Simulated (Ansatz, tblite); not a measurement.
# The cluster Cu₃Br₄−: isomers from a random search, part 1 of 2

Aim: relax the candidate shapes of the cluster Cu₃Br₄− that a cheap search turned up, and see how the levels of theory order them.

Program: Ansatz 0.2.0, Gaussian basis. Level of theory: relaxed with PBE-D4/def2-SVPD, singlet. These are calculated values, not measurements.

9 further runs of the same task are left out: 7 that didn't finish, 2 set aside as unsound or not needed. Runs told in other sessions of the task aren't counted.

## Step 1: Where the work starts

7 atoms, charge -1, spin multiplicity 1.

Atoms are counted from 1 here; the program's logs count them from 0.

Bond lengths: Cu1–Br5 2.624 Å, Cu1–Br6 2.433 Å, Cu1–Br7 2.431 Å, Cu2–Br4 2.436 Å, Cu2–Br5 2.615 Å, Cu2–Br7 2.436 Å, Cu3–Br4 2.431 Å, Cu3–Br5 2.620 Å, Cu3–Br6 2.431 Å. Angles: Br5–Cu1–Br6 103.2°, Br5–Cu1–Br7 103.8°, Br6–Cu1–Br7 139.7°, Br4–Cu2–Br5 104.2°, Br4–Cu2–Br7 138.8°, Br5–Cu2–Br7 103.9°, Br4–Cu3–Br5 104.2°, Br4–Cu3–Br6 139.4°, Br5–Cu3–Br6 103.4°, Cu2–Br4–Cu3 64.0°, Cu1–Br5–Cu2 59.1°, Cu1–Br5–Cu3 59.3°, Cu2–Br5–Cu3 59.0°, Cu1–Br6–Cu3 64.4°, Cu1–Br7–Cu2 64.2°.

No spin-orbit coupling is included. The ion is computed in the gas phase, without counter-ions or solvent.

A search from random starts with GFN1-xTB found 10 distinct shapes; 3 go on here. The structure above is candidate A, which lies 0.00 eV above the lowest at that level; B lies 0.06 eV above the lowest at that level; C lies 0.60 eV above the lowest at that level.

## Step 2: Relaxing candidate A

in.yaml

```yaml
crystal:
  periodic: [false, false, false]
  atoms:
    - {symbol: Cu, position_ang: [1.008940, 0.036710, 1.106380]}
    - {symbol: Cu, position_ang: [-1.073110, 1.032180, -0.058960]}
    - {symbol: Cu, position_ang: [-0.020550, -1.142170, -0.960980]}
    - {symbol: Br, position_ang: [-1.351110, 0.322820, -2.372390]}
    - {symbol: Br, position_ang: [-1.307220, -1.177010, 1.321420]}
    - {symbol: Br, position_ang: [2.297780, -1.468290, -0.306130]}
    - {symbol: Br, position_ang: [0.445260, 2.395760, 1.270670]}
basis:
  gaussian: {orbitals: def2-SVPD}
total_charge: -1
hamiltonian: {xc: pbe, dispersion: d4}
scf: {lower_state_search: "off"}
output: {orbitals: {seedname: orbitals}}
relax: {f_tol: 0.02, max_steps: 100}
```

Started as:

```bash
> ansatz run in.yaml --threads 4 --pin off --events-out ev --progress --plain --max-ram 4787MiB
```

The program printed (excerpt; [...] marks lines left out):

```text
Functional definition: PBE
  name "PBE"
  cite "Perdew, Burke & Ernzerhof, Phys. Rev. Lett. 77, 3865 (1996) doi:10.1103/PhysRevLett.77.3865"
  parent pbe
[...]
2956 factors; their error is unknown
[...]
mean field -414005.74768583 eV, -15214.4306042796 hartree, gradient 4.8e-6 eV, S^2 0.000000; 0 other end points of the search recorded, 0 dependent functions left out
[...]
reference -414005.74773511 eV, -15214.4306060904 hartree; 114, 114 occupied and 152, 152 virtual orbitals, 2956 factors
relax step   1: F+E_penalty+E_count = -414006.31496105 eV  Δ(F+E_penalty+E_count) = +0.000e0 eV  max|allowed force component| = 2.969e-1 eV/Å  Δτ_max = 0.0000 Å  (19 SCF iters, accepted)
[...]
relax step   4: F+E_penalty+E_count = -414006.35632945 eV  Δ(F+E_penalty+E_count) = -1.562e-2 eV  max|allowed force component| = 3.105e-2 eV/Å  Δτ_max = 0.0524 Å  (22 SCF iters, accepted)
[...]
relax step   5: F+E_penalty+E_count = -414006.35680164 eV  Δ(F+E_penalty+E_count) = -4.722e-4 eV  max|allowed force component| = 4.471e-3 eV/Å  Δτ_max = 0.0099 Å  (23 SCF iters, accepted)
Total energy: -414006.35685136 eV, -15214.4529906998 hartree
Atom 0 at     1.022481     0.071515     1.026616 Å, force     0.000902     0.000558    -0.001102 eV/Å
Atom 1 at    -1.002674     1.042323    -0.097349 Å, force    -0.000171     0.000957    -0.000381 eV/Å
Atom 2 at     0.026583    -1.073444    -0.974961 Å, force     0.000838     0.000391    -0.000448 eV/Å
Atom 3 at    -1.427667     0.278494    -2.353828 Å, force    -0.000078    -0.001657     0.003773 eV/Å
Atom 4 at    -1.309068    -1.166708     1.312191 Å, force     0.004471     0.003737    -0.004350 eV/Å
Atom 5 at     2.288647    -1.537292    -0.257912 Å, force    -0.004030    -0.000084     0.002151 eV/Å
Atom 6 at     0.401689     2.385111     1.345252 Å, force    -0.001932    -0.003902     0.000357 eV/Å
Dipole moment:     0.039229     0.031233    -0.036109 e Å
Checks for a lower state left out: stability, starts, cluster_reference, orbital_swaps, neighbouring_geometries, increment
```

It took 35 s on 4 threads of Arm Neoverse V1, shared host; peak memory 0.72 GiB.

Relaxation path: (the energy doesn't fall at every step)

```csv
step,energy from step 1 (eV),largest force component (eV/Å)
1,0.0000,0.2969
2,-0.0257,0.1713
3,-0.0060,0.2413
4,-0.0414,0.0310
5,-0.0418,0.0045
```

Close pairs (by a distance rule), those that changed most:

```csv
bond,before (Å),after (Å),change (Å)
Cu1–Cu3,2.593,2.512,-0.081
Cu1–Cu2,2.585,2.511,-0.074
Cu2–Cu3,2.579,2.511,-0.067
Cu1–Br5,2.624,2.655,+0.032
Cu3–Br5,2.620,2.650,+0.030
Cu2–Br5,2.615,2.638,+0.023
Cu1–Br6,2.433,2.417,-0.016
Cu2–Br4,2.436,2.420,-0.016
```

## Step 3: Relaxing candidate B

in.yaml

```yaml
crystal:
  periodic: [false, false, false]
  atoms:
    - {symbol: Cu, position_ang: [1.058320, 1.010460, 0.033630]}
    - {symbol: Cu, position_ang: [-0.247570, -0.799590, -1.199770]}
    - {symbol: Cu, position_ang: [-0.857240, -0.219970, 1.225590]}
    - {symbol: Br, position_ang: [-2.157760, -1.781000, 0.056660]}
    - {symbol: Br, position_ang: [2.055180, -1.244740, -0.348410]}
    - {symbol: Br, position_ang: [-0.092630, 1.500560, -2.093980]}
    - {symbol: Br, position_ang: [0.241690, 1.534290, 2.326280]}
basis:
  gaussian: {orbitals: def2-SVPD}
total_charge: -1
hamiltonian: {xc: pbe, dispersion: d4}
scf: {lower_state_search: "off"}
output: {orbitals: {seedname: orbitals}}
relax: {f_tol: 0.02, max_steps: 100}
```

The command is unchanged.

The program printed (excerpt; [...] marks lines left out):

```text
Functional definition: PBE
  name "PBE"
  cite "Perdew, Burke & Ernzerhof, Phys. Rev. Lett. 77, 3865 (1996) doi:10.1103/PhysRevLett.77.3865"
  parent pbe
[...]
2956 factors; their error is unknown
[...]
mean field -414005.84011164 eV, -15214.4340008655 hartree, gradient 2.0e-6 eV, S^2 0.000000; 0 other end points of the search recorded, 0 dependent functions left out
[...]
reference -414005.84016146 eV, -15214.4340026963 hartree; 114, 114 occupied and 152, 152 virtual orbitals, 2956 factors
relax step   1: F+E_penalty+E_count = -414006.40039934 eV  Δ(F+E_penalty+E_count) = +0.000e0 eV  max|allowed force component| = 2.689e-1 eV/Å  Δτ_max = 0.0000 Å  (19 SCF iters, accepted)
[...]
relax step   4: F+E_penalty+E_count = -414006.42894043 eV  Δ(F+E_penalty+E_count) = -2.573e-3 eV  max|allowed force component| = 8.335e-3 eV/Å  Δτ_max = 0.0559 Å  (21 SCF iters, accepted)
[...]
Total energy: -414006.42912477 eV, -15214.4556466986 hartree
Atom 0 at     1.061998     0.925997     0.073075 Å, force    -0.001755    -0.001941     0.002859 eV/Å
Atom 1 at    -0.203743    -0.826410    -1.125220 Å, force    -0.001177    -0.000288     0.003471 eV/Å
Atom 2 at    -0.958884    -0.114065     1.179625 Å, force     0.000244     0.001154    -0.001612 eV/Å
Atom 3 at    -2.150650    -1.772906     0.030044 Å, force     0.005015     0.000903    -0.001300 eV/Å
Atom 4 at     2.142993    -1.248277    -0.438989 Å, force    -0.001675    -0.000933     0.003396 eV/Å
Atom 5 at    -0.142825     1.486476    -2.022084 Å, force    -0.002895     0.003900    -0.002923 eV/Å
Atom 6 at     0.251100     1.549194     2.303550 Å, force     0.002242    -0.002796    -0.003892 eV/Å
Dipole moment:    -0.168479    -0.021001     0.208674 e Å
Checks for a lower state left out: stability, starts, cluster_reference, orbital_swaps, neighbouring_geometries, increment
```

Run time: 33 s. Hardware: 4 threads of Arm Neoverse V1, shared host; peak memory 0.72 GiB.

Along the way:

```csv
step,energy from step 1 (eV),largest force component (eV/Å)
1,0.0000,0.2689
2,-0.0164,0.1495
3,-0.0260,0.0453
4,-0.0285,0.0083
5,-0.0287,0.0050
```

The force was under the threshold of 0.02 eV/Å already at step 4, but the program went on to step 5.

Distances of close pairs at the start and the end, largest changes first:

```csv
bond,before (Å),after (Å),change (Å)
Cu1–Cu2,2.550,2.472,-0.078
Cu1–Cu3,2.570,2.528,-0.042
Cu2–Cu3,2.567,2.528,-0.039
Cu1–Br7,2.489,2.454,-0.036
Cu2–Br4,2.488,2.454,-0.034
Cu2–Br5,2.495,2.481,-0.014
Cu1–Br5,2.495,2.482,-0.014
Cu1–Br6,2.468,2.481,+0.013
```

## Step 4: Relaxing candidate C

in.yaml

```yaml
crystal:
  periodic: [false, false, false]
  atoms:
    - {symbol: Cu, position_ang: [-0.112690, -2.067480, 0.026800]}
    - {symbol: Cu, position_ang: [1.230230, 1.504810, -0.008820]}
    - {symbol: Cu, position_ang: [-1.983950, -0.534330, -0.035070]}
    - {symbol: Br, position_ang: [2.639830, 3.283980, 0.026940]}
    - {symbol: Br, position_ang: [1.894350, -0.978570, 0.041340]}
    - {symbol: Br, position_ang: [-2.328610, -2.863200, 0.015310]}
    - {symbol: Br, position_ang: [-1.339150, 1.654780, -0.066500]}
basis:
  gaussian: {orbitals: def2-SVPD}
total_charge: -1
hamiltonian: {xc: pbe, dispersion: d4}
scf: {lower_state_search: "off"}
output: {orbitals: {seedname: orbitals}}
relax: {f_tol: 0.02, max_steps: 100}
```

Same command.

The program printed (excerpt; [...] marks lines left out):

```text
Functional definition: PBE
  name "PBE"
  cite "Perdew, Burke & Ernzerhof, Phys. Rev. Lett. 77, 3865 (1996) doi:10.1103/PhysRevLett.77.3865"
  parent pbe
[...]
2956 factors; their error is unknown
[...]
mean field -414005.42407171 eV, -15214.4187116798 hartree, gradient 7.1e-6 eV, S^2 0.000000; 0 other end points of the search recorded, 0 dependent functions left out
[...]
reference -414005.42412411 eV, -15214.4187136056 hartree; 114, 114 occupied and 152, 152 virtual orbitals, 2956 factors
relax step   1: F+E_penalty+E_count = -414005.87998397 eV  Δ(F+E_penalty+E_count) = +0.000e0 eV  max|allowed force component| = 4.758e-1 eV/Å  Δτ_max = 0.0000 Å  (19 SCF iters, accepted)
[...]
relax step   3: F+E_penalty+E_count = -414005.91833822 eV  Δ(F+E_penalty+E_count) = -1.102e-2 eV  max|allowed force component| = 2.723e-2 eV/Å  Δτ_max = 0.0662 Å  (23 SCF iters, accepted)
[...]
Total energy: -414005.91894329 eV, -15214.4368978750 hartree
Atom 0 at    -0.059814    -2.037468     0.029757 Å, force    -0.003128     0.005307    -0.000035 eV/Å
Atom 1 at     1.126720     1.383795     0.001225 Å, force    -0.011471    -0.008411    -0.000526 eV/Å
Atom 2 at    -1.980145    -0.479611    -0.033897 Å, force     0.004007    -0.004267     0.000128 eV/Å
Atom 3 at     2.582693     3.196366     0.022713 Å, force     0.010203     0.011046     0.000332 eV/Å
Atom 4 at     1.943032    -0.962995     0.038203 Å, force     0.000113    -0.009212     0.000159 eV/Å
Atom 5 at    -2.271447    -2.800788     0.013039 Å, force     0.005840     0.007093    -0.000068 eV/Å
Atom 6 at    -1.341029     1.700690    -0.071041 Å, force    -0.005564    -0.001556     0.000009 eV/Å
Dipole moment:    -1.118528    -1.387031    -0.005938 e Å
Checks for a lower state left out: stability, starts, cluster_reference, orbital_swaps, neighbouring_geometries, increment
```

It took 27 s on 4 threads of Arm Neoverse V1, shared host; peak memory 0.68 GiB.

Relaxation path:

```csv
step,energy from step 1 (eV),largest force component (eV/Å)
1,0.0000,0.4758
2,-0.0273,0.2570
3,-0.0384,0.0272
4,-0.0389,0.0115
```

Distances of close pairs at the start and the end, largest changes first:

```csv
bond,before (Å),after (Å),change (Å)
Cu2–Br5,2.571,2.485,-0.086
Cu2–Br7,2.574,2.489,-0.085
Cu2–Br4,2.270,2.325,+0.055
Cu1–Cu3,2.420,2.474,+0.054
Cu3–Br6,2.355,2.340,-0.015
Cu1–Br6,2.354,2.340,-0.015
Cu1–Br5,2.283,2.273,-0.011
Cu3–Br7,2.282,2.272,-0.010
```

## Step 5: The relaxed candidates

```csv
candidate,point group,"bonds (count, mean Å)",energy above the lowest (kcal/mol)
A,C3v,"Br–Cu 9, 2.49",1.7
B,C2v,"Br–Cu 8, 2.44",0.0
C,C2v,"Br–Cu 7, 2.36",11.8
```

## Step 6: Candidate A, GFN1-xTB

Tight binding, by tblite at 300 K electronic temperature and without a spin-polarisation term:

```python
tblite.interface.Calculator('GFN1-xTB', numbers, positions, charge=-1, uhf=0).singlepoint()
```

Energy -805.1557 eV, HOMO -6.34 eV, LUMO -1.89 eV; 0.009 s.

## Step 7: Candidate A, GFN2-xTB

Tight binding, by tblite at 300 K electronic temperature and without a spin-polarisation term:

```python
tblite.interface.Calculator('GFN2-xTB', numbers, positions, charge=-1, uhf=0).singlepoint()
```

Energy -777.1973 eV, HOMO -6.51 eV, LUMO 1.55 eV; 0.013 s.

## Step 8: Candidate A, PBE0-D4/def2-SVP

start.molden holds the orbitals of an earlier run on this state, given as this run's starting guess.

in.yaml

```yaml
crystal:
  periodic: [false, false, false]
  atoms:
    - {symbol: Cu, position_ang: [1.022481, 0.071515, 1.026616]}
    - {symbol: Cu, position_ang: [-1.002674, 1.042323, -0.097349]}
    - {symbol: Cu, position_ang: [0.026583, -1.073444, -0.974961]}
    - {symbol: Br, position_ang: [-1.427667, 0.278494, -2.353828]}
    - {symbol: Br, position_ang: [-1.309068, -1.166708, 1.312191]}
    - {symbol: Br, position_ang: [2.288647, -1.537292, -0.257912]}
    - {symbol: Br, position_ang: [0.401689, 2.385111, 1.345252]}
basis:
  gaussian: {orbitals: def2-SVP, initial_orbitals: start.molden}
total_charge: -1
hamiltonian: {xc: pbe0, dispersion: d4}
scf: {omitted_lower_state_checks: [starts]}
output: {orbitals: {seedname: orbitals}}
```

Launched as before.

The program printed (excerpt; [...] marks lines left out):

```text
Functional definition: PBE0
  name "PBE0"
  cite "Adamo & Barone, J. Chem. Phys. 110, 6158 (1999) doi:10.1063/1.478522"
  cite "Perdew, Burke & Ernzerhof, Phys. Rev. Lett. 77, 3865 (1996) doi:10.1103/PhysRevLett.77.3865"
  parent pbe
[...]
2250 factors; integrals over basis functions are off by at most 7.9e-4 eV
[...]
mean field -414014.65248480 eV, -15214.7578496058 hartree, gradient 1.1e-5 eV, S^2 0.000000; 0 other end points of the search recorded, 0 dependent functions left out
reference -414014.65253474 eV, -15214.7578514409 hartree; 114, 114 occupied and 107, 107 virtual orbitals, 2250 factors
Total energy: -414015.14965278 eV, -15214.7761201922 hartree
Checks for a lower state left out: starts
```

Run time: 18 s. Hardware: 4 threads of Arm Neoverse V1, shared host; peak memory 1 GiB.

HOMO -2.21 eV, LUMO 2.99 eV.

## Step 9: Candidate A, PBE-D4/def2-SVP

in.yaml, as its differences from that of step 8:

```diff
@@ -13,4 +13,4 @@
 total_charge: -1
-hamiltonian: {xc: pbe0, dispersion: d4}
+hamiltonian: {xc: pbe, dispersion: d4}
 scf: {omitted_lower_state_checks: [starts]}
-output: {orbitals: {seedname: orbitals}}
+output: {forces: true, orbitals: {seedname: orbitals}}
```

The command is unchanged.

The program printed (excerpt; [...] marks lines left out):

```text
Functional definition: PBE
  name "PBE"
  cite "Perdew, Burke & Ernzerhof, Phys. Rev. Lett. 77, 3865 (1996) doi:10.1103/PhysRevLett.77.3865"
  parent pbe
[...]
2532 factors; their error is unknown
[...]
mean field -414004.23870995 eV, -15214.3751504389 hartree, gradient 1.5e-5 eV, S^2 0.000000; 0 other end points of the search recorded, 0 dependent functions left out
[...]
reference -414004.23877453 eV, -15214.3751528119 hartree; 114, 114 occupied and 107, 107 virtual orbitals, 2532 factors
Total energy: -414004.80620484 eV, -15214.3960054912 hartree
Atom 0 at     1.022481     0.071515     1.026616 Å, force    -0.140205     0.044243    -0.271881 eV/Å
Atom 1 at    -1.002674     1.042323    -0.097349 Å, force     0.268028    -0.151690    -0.046506 eV/Å
Atom 2 at     0.026583    -1.073444    -0.974961 Å, force     0.059671     0.274690     0.130419 eV/Å
Atom 3 at    -1.427667     0.278494    -2.353828 Å, force    -0.031357    -0.033181     0.042809 eV/Å
Atom 4 at    -1.309068    -1.166708     1.312191 Å, force    -0.076311    -0.068150     0.076544 eV/Å
Atom 5 at     2.288647    -1.537292    -0.257912 Å, force    -0.043369    -0.026199     0.036705 eV/Å
Atom 6 at     0.401689     2.385111     1.345252 Å, force    -0.036458    -0.039714     0.031910 eV/Å
Dipole moment:     0.032805     0.026178    -0.030248 e Å
Checks for a lower state left out: starts
```

Run time: 7.5 s. Hardware: 4 threads of Arm Neoverse V1, shared host.

From the report: HOMO -0.50 eV, LUMO 2.26 eV.

## Step 10: Candidate A, r2SCAN-D4/def2-SVP

in.yaml, as its differences from that of step 9:

```diff
@@ -13,4 +13,4 @@
 total_charge: -1
-hamiltonian: {xc: pbe, dispersion: d4}
+hamiltonian: {xc: r2scan, dispersion: d4}
 scf: {omitted_lower_state_checks: [starts]}
-output: {forces: true, orbitals: {seedname: orbitals}}
+output: {orbitals: {seedname: orbitals}}
```

The command is unchanged.

The program printed:

```text
Functional definition: r2SCAN
  name "r2SCAN"
  cite "Furness, Kaplan, Ning, Perdew & Sun, J. Phys. Chem. Lett. 11, 8208 (2020) doi:10.1021/acs.jpclett.0c02405"
  cite "Furness, Kaplan, Ning, Perdew & Sun, J. Phys. Chem. Lett. 11, 9248 (2020) doi:10.1021/acs.jpclett.0c03077"
  parent r2scan
  parameter k0 = 0.174
  parameter k1 = 0.065
  parameter a1 = 4.9479
  exchange = r2scan_x(k0 = k0, k1 = k1, a1 = a1)
  correlation = r2scan_c
these checks for a lower state are left out or cut short: starts
2532 factors; their error is unknown
mean field evaluation 1: about -414065.6604 eV, gradient 7.6e0 eV
mean field evaluation 2: about -414065.7866 eV, gradient 2.2e-1 eV
mean field evaluation 4: about -414065.5332 eV, gradient 5.1e-4 eV
mean field -414065.53320763 eV, -15216.6276816816 hartree, gradient 8.8e-6 eV, S^2 0.000000; 0 other end points of the search recorded, 0 dependent functions left out
reference -414065.53323092 eV, -15216.6276825373 hartree; 114, 114 occupied and 107, 107 virtual orbitals, 2532 factors
Total energy: -414065.65476983 eV, -15216.6321490101 hartree
Checks for a lower state left out: starts
```

Wall time 14 s (4 threads of Arm Neoverse V1, shared host).

Report: HOMO -0.71 eV, LUMO 2.57 eV.

## Step 11: Candidate A, B97M-V/def2-SVP

in.yaml, as its differences from that of step 10:

```diff
@@ -13,3 +13,3 @@
 total_charge: -1
-hamiltonian: {xc: r2scan, dispersion: d4}
+hamiltonian: {xc: {name: B97M-V}}
 scf: {omitted_lower_state_checks: [starts]}
```

Same command.

The program printed (excerpt; [...] marks lines left out):

```text
Functional definition: B97M-V
  name "B97M-V"
  cite "Mardirossian & Head-Gordon, J. Chem. Phys. 142, 074111 (2015) doi:10.1063/1.4907719"
  cite "Becke, J. Chem. Phys. 107, 8554 (1997) doi:10.1063/1.475007"
  cite "Vydrov & Van Voorhis, J. Chem. Phys. 133, 244103 (2010) doi:10.1063/1.3521275"
  # Of w^i u^j: cxij and so on, Table III.
[...]
  gx(w, u) = cx00 + cx01*u + cx02*u^2 + (cx10 + cx11*u)*w
  gss(w, u) = css00 + css02*u^2 + css10*w + (css32*w^3 + css42*w^4)*u^2
  gos(w, u) = cos00 + cos01*u + cos03*u^3 + cos10*w + cos32*w^3*u^2
[...]
      + integral(e_c_pw_mod_opposite_spin*gos(b97_w_opposite, b97_u_opposite)) + vv10(b, c)
[...]
2532 factors; their error is unknown
[...]
mean field -413989.45691371 eV, -15213.8319294465 hartree, gradient 2.5e-5 eV, S^2 0.000000; 0 other end points of the search recorded, 0 dependent functions left out
reference -413989.45701115 eV, -15213.8319330270 hartree; 114, 114 occupied and 107, 107 virtual orbitals, 2532 factors
Total energy: -413989.45701115 eV, -15213.8319330270 hartree
Checks for a lower state left out: starts
```

Wall time 30 s (4 threads of Arm Neoverse V1, shared host); peak memory 0.69 GiB.

From the report: HOMO -0.83 eV, LUMO 2.33 eV.

## Step 12: Candidate A, r2SCANh-D4/def2-SVP

in.yaml, as its differences from that of step 11:

```diff
@@ -13,3 +13,3 @@
 total_charge: -1
-hamiltonian: {xc: {name: B97M-V}}
+hamiltonian: {xc: {name: r2SCANh}, dispersion: d4}
 scf: {omitted_lower_state_checks: [starts]}
```

The command is unchanged.

The program printed (excerpt; [...] marks lines left out):

```text
Functional definition: r2SCANh
  name "r2SCANh"
  cite "Bursch, Neugebauer, Ehlert & Grimme, J. Chem. Phys. 156, 134105 (2022) doi:10.1063/5.0086040"
  cite "Furness, Kaplan, Ning, Perdew & Sun, J. Phys. Chem. Lett. 11, 8208 (2020) doi:10.1021/acs.jpclett.0c02405"
  cite "Furness, Kaplan, Ning, Perdew & Sun, J. Phys. Chem. Lett. 11, 9248 (2020) doi:10.1021/acs.jpclett.0c03077"
  parent r2scan
[...]
2250 factors; integrals over basis functions are off by at most 7.9e-4 eV
[...]
mean field -414063.82263557 eV, -15216.5648193179 hartree, gradient 2.4e-5 eV, S^2 0.000000; 0 other end points of the search recorded, 0 dependent functions left out
reference -414063.82265719 eV, -15216.5648201122 hartree; 114, 114 occupied and 107, 107 virtual orbitals, 2250 factors
Total energy: -414063.96240342 eV, -15216.5699556914 hartree
Checks for a lower state left out: starts
```

Run time: 20 s. Hardware: 4 threads of Arm Neoverse V1, shared host; peak memory 1.1 GiB.

From the report: HOMO -1.40 eV, LUMO 2.84 eV.

## Step 13: Candidate A, MP2/def2-SVPD

in.yaml, as its differences from that of step 12:

```diff
@@ -11,5 +11,5 @@
 basis:
-  gaussian: {orbitals: def2-SVP, initial_orbitals: start.molden}
+  gaussian: {orbitals: def2-SVPD, initial_orbitals: start.molden}
 total_charge: -1
-hamiltonian: {xc: {name: r2SCANh}, dispersion: d4}
+correlation: {method: mp2, frozen_orbitals: {Br: 9, Cu: 9}}
 scf: {omitted_lower_state_checks: [starts]}
```

Launched as before.

The program printed:

```text
Functional definition: HF
  name "HF"
  cite "Fock, Z. Phys. 61, 126 (1930) doi:10.1007/BF01340294"
  parent pbe
  exchange = exact_x
  correlation = 0
these checks for a lower state are left out or cut short: starts
2661 factors; integrals over basis functions are off by at most 5.7e-4 eV
mean field evaluation 1: about -413744.6036 eV, gradient 5.6e1 eV
mean field evaluation 2: about -413747.3964 eV, gradient 4.1e0 eV
mean field evaluation 4: about -413748.4210 eV, gradient 2.3e0 eV
mean field evaluation 8: about -413748.4414 eV, gradient 6.3e-4 eV
mean field -413748.44140111 eV, -15204.9747727245 hartree, gradient 1.0e-6 eV, S^2 0.000000; 0 other end points of the search recorded, 0 dependent functions left out
63 core orbitals not correlated: weight in the atoms' cores, before any rotation towards them, 1.000 or more for the frozen orbitals, at most 0.000 for the correlated occupied ones
reference -413748.44140111 eV, -15204.9747727245 hartree; 51, 51 occupied and 152, 152 virtual orbitals, 2661 factors
second order -52.92420272 eV of doubles, -0.00000000 eV of singles
Total energy: -413801.36560383 eV, -15206.9197013013 hartree
Checks for a lower state left out: starts
```

Wall time 27 s (4 threads of Arm Neoverse V1, shared host); peak memory 1.5 GiB.

From the report: Hartree-Fock HOMO -6.18 eV, LUMO 3.91 eV.

## Step 14: Candidate C, GFN1-xTB

Tight binding, by tblite at 300 K electronic temperature and without a spin-polarisation term:

```python
tblite.interface.Calculator('GFN1-xTB', numbers, positions, charge=-1, uhf=0).singlepoint()
```

Energy -804.5225 eV, HOMO -5.37 eV, LUMO -2.62 eV; 0.01 s.

(Continued in part 2 of 2.)
